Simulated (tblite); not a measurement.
# CH10N2SSi3: the cost of one run

Programs: tblite 0.8.0 and PySCF 2.14.0, with density-fitted response routines of our own. Each step states its level of theory. These are calculated values for one molecule in the gas phase, unless marked as measured. Atoms are numbered from 0 throughout.

## 1. The molecule as given

17 atoms, charge 0, multiplicity 1; geometry from: force field or distance geometry start.

Bonds of the start (Å): C0–N1 1.29, N1–Si2 1.74, Si2–S3 2.14, Si2–N4 1.67, N4–Si5 1.69, N4–Si6 1.70, C0–H7 1.11, C0–H8 1.11, Si2–H9 1.48, S3–H10 1.33, Si5–H11 1.48, Si5–H12 1.48, Si5–H13 1.48, Si6–H14 1.48, Si6–H15 1.49, Si6–H16 1.48.

## 2. Relaxing the molecule with GFN2-xTB

The job: settings as JSON, then the geometry in Å.

```
{"job": {"kind": "relax", "xc": "GFN2-xTB", "basis": "xTB"}, "charge": 0, "multiplicity": 1}
C     -2.441200     0.104800     1.092300
N     -2.070000     0.434600    -0.103100
Si    -0.392900     0.865400    -0.304600
S     -0.185800     2.649200     0.863200
N      0.547100    -0.408600     0.236900
Si     2.185200    -0.011000     0.076700
Si     0.289100    -1.753600    -0.772300
H     -1.797900     0.087000     1.995700
H     -3.498500    -0.177500     1.256300
H     -0.173000     1.206400    -1.723400
H     -1.206900     3.290400     0.293700
H      2.520100     0.414000    -1.300100
H      3.024500    -1.173300     0.459400
H      2.550900     1.060000     1.030800
H      0.525300    -1.433100    -2.197000
H     -1.080300    -2.289000    -0.554500
H      1.197200    -2.853700    -0.360000
```

The run is started by

```bash
> OMP_NUM_THREADS=1 python probes_run.py task.json out
```

One launch serves the whole session: the jobs run in the order shown.

**Question.** How long does this first job take on 1 thread of Arm Neoverse V1, shared host, and how much memory does it need?

About 2.1 s, with a peak of 0.18 GiB.
